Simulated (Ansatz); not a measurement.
# CH5BFNS: the cost of one run

Method: RKS LDA/6-31G*, in Ansatz 0.2.0.

### 1 The starting structure

Bond lengths: B1–N2 1.523 Å, N2–C3 1.468 Å, C3–F4 1.351 Å, C3–S5 1.807 Å, B1–H6 1.154 Å, B1–H7 1.225 Å, N2–H8 1.043 Å, C3–H9 1.147 Å, S5–H10 1.377 Å. Angles: B1–N2–C3 110.7°, B1–N2–H8 102.5°, C3–N2–H8 108.2°, N2–B1–H6 124.4°, N2–B1–H7 118.8°, H6–B1–H7 116.2°, N2–C3–F4 110.5°, N2–C3–S5 112.1°, N2–C3–H9 107.5°, F4–C3–S5 111.1°, F4–C3–H9 104.2°, S5–C3–H9 111.1°, C3–S5–H10 92.4°.

As a file:

```xyz
10

B     0.2757    1.2372    1.0413
N    -0.4995   -0.0594    0.8501
C    -0.1033   -0.7228   -0.3980
F    -0.3666   -2.0462   -0.3347
S    -0.8837    0.0275   -1.8451
H     0.9300    1.4765    1.9617
H     0.0833    2.1609    0.2596
H    -0.1667   -0.6415    1.6488
H     1.0398   -0.6657   -0.4704
H    -0.2259   -0.8176   -2.7103
```

### 2 End point A

Contents of input.yaml:

```yaml
crystal:
  periodic: [false, false, false]
  atoms:
    - { symbol: B, position_ang: [0.2757, 1.2372, 1.0413] }
    - { symbol: "N", position_ang: [-0.4995, -0.0594, 0.8501] }
    - { symbol: C, position_ang: [-0.1033, -0.7228, -0.398] }
    - { symbol: F, position_ang: [-0.3666, -2.0462, -0.3347] }
    - { symbol: S, position_ang: [-0.8837, 0.0275, -1.8451] }
    - { symbol: H, position_ang: [0.93, 1.4765, 1.9617] }
    - { symbol: H, position_ang: [0.0833, 2.1609, 0.2596] }
    - { symbol: H, position_ang: [-0.1667, -0.6415, 1.6488] }
    - { symbol: H, position_ang: [1.0398, -0.6657, -0.4704] }
    - { symbol: H, position_ang: [-0.2259, -0.8176, -2.7103] }
basis:
  gaussian: { orbitals: "6-31G*" }
hamiltonian:
  xc: lda
relax:
  f_tol: 0.015
  max_steps: 40
output:
  orbitals: {}
```

Run with:

```sh
> ansatz run input.yaml --threads 1 --pin off --max-ram 2048MiB --backend cpu --events-out ev --progress --plain --runs-dir out
```

Q: Estimate wall time and peak memory on 1 thread of Intel Xeon at 2.70GHz, shared host.

About 65 s, with a peak of 0.18 GiB.
